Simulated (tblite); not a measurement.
# C6H10AlNO2: the cost of one run

Computed with tblite 0.8.0 and PySCF 2.14.0, with density-fitted response routines of our own, on a single molecule in the gas phase. Atoms count from 0, in the outputs and in this text.

## Step 1: Starting geometry

20 atoms, charge 0, multiplicity 1; geometry from: force field or distance geometry start.

Bonds of the start (Å): C0–C1 1.51, C1–O2 1.25, C1–C3 1.44, C3–C4 1.22, C4–C5 1.47, C5–C6 1.50, C6–O7 1.23, C5–Al8 1.96, Al8–N9 1.93, C0–H10 1.13, C0–H11 1.08, C0–H12 1.13, C5–H13 1.13, C6–H14 1.10, Al8–H15 1.59, Al8–H16 1.62, N9–H17 1.07, N9–H18 1.05, N9–H19 1.02.

## Step 2: Geometry optimisation with GFN2-xTB

Job settings and geometry (Å):

```
{"job": {"kind": "relax", "xc": "GFN2-xTB", "basis": "xTB"}, "charge": 0, "multiplicity": 1}
C      4.178200     0.352600     0.256200
C      3.000500     1.154500    -0.249900
O      3.142300     2.276300    -0.776200
C      1.708200     0.537300    -0.067800
C      0.631200    -0.010000     0.103900
C     -0.660900    -0.681100     0.279900
C     -0.919900    -1.642500    -0.847800
O     -1.072600    -2.841400    -0.628000
Al    -2.014900     0.737200     0.363100
N     -3.719300    -0.116100     0.066700
H      4.050800    -0.656400    -0.235200
H      5.140400     0.789400     0.011300
H      4.005400     0.240100     1.367500
H     -0.664900    -1.253000     1.252700
H     -0.970800    -1.227300    -1.866500
H     -1.757800     1.796100    -0.791400
H     -2.002000     1.496900     1.790600
H     -3.664900    -0.656600    -0.851800
H     -3.916600    -0.831700     0.806200
H     -4.497600     0.546400     0.013500
```

Run with:

```bash
> OMP_NUM_THREADS=1 python probes_run.py task.json out
```

The driver reads the jobs from task.json and runs them one after another.

**Question.** How long does this first job take on 1 thread of Arm Neoverse N1, shared host, and how much memory does it need?

About 3 s, with a peak of 0.19 GiB.
